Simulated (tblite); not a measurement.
# C5H12AlNO: the cost of one run

Programs: tblite 0.8.0 and PySCF 2.14.0, with density-fitted response routines of our own. Each step states its level of theory. These are calculated values for one molecule, in the gas phase or a continuum, unless marked as measured. Atoms are numbered from 0 throughout.

### 1 Starting geometry

20 atoms, charge 0, multiplicity 1; geometry from: force field or distance geometry start.

Bonds of the start (Å): N0–C1 1.29, C1–C2 1.46, C2–C3 1.53, C3–C4 1.53, C4–C5 1.53, C5–O6 1.40, O6–Al7 1.79, O6–C2 1.36, N0–H8 1.02, C1–H9 1.09, C2–H10 1.10, C3–H11 1.10, C3–H12 1.13, C4–H13 1.10, C4–H14 1.08, C5–H15 1.10, C5–H16 1.10, Al7–H17 1.61, Al7–H18 1.61, Al7–H19 1.57.

### 2 Relaxing the molecule with GFN2-xTB

What the job is given:

```
{"job": {"kind": "relax", "xc": "GFN2-xTB", "basis": "xTB"}, "charge": 0, "multiplicity": 1}
N     -0.999500     2.005700     1.581300
C     -0.825200     1.801800     0.319600
C     -0.533400     0.500900    -0.271700
C     -1.550600    -0.586800     0.072600
C     -0.747900    -1.863900    -0.166200
C      0.524300    -1.237900    -0.747100
O      0.611700    -0.128500     0.098700
Al     2.147900     0.789100     0.073000
H     -0.969400     1.253100     2.268300
H     -0.885400     2.689000    -0.309600
H     -0.586800     0.598600    -1.368900
H     -2.427700    -0.544000    -0.590700
H     -1.822100    -0.579800     1.165300
H     -0.427600    -2.336600     0.776000
H     -1.228600    -2.540200    -0.864000
H      1.393200    -1.908800    -0.654500
H      0.324200    -0.895600    -1.772400
H      2.388000     1.356200     1.556600
H      3.337900    -0.268100    -0.144600
H      2.271900     1.906400    -1.024900
```

Command:

```
$ OMP_NUM_THREADS=1 python probes_run.py task.json out
```

This one command runs all jobs of the session in turn.

Q: Estimate the wall time of this first job on 1 thread of Arm Neoverse V2, shared host.

About 1.2 s.
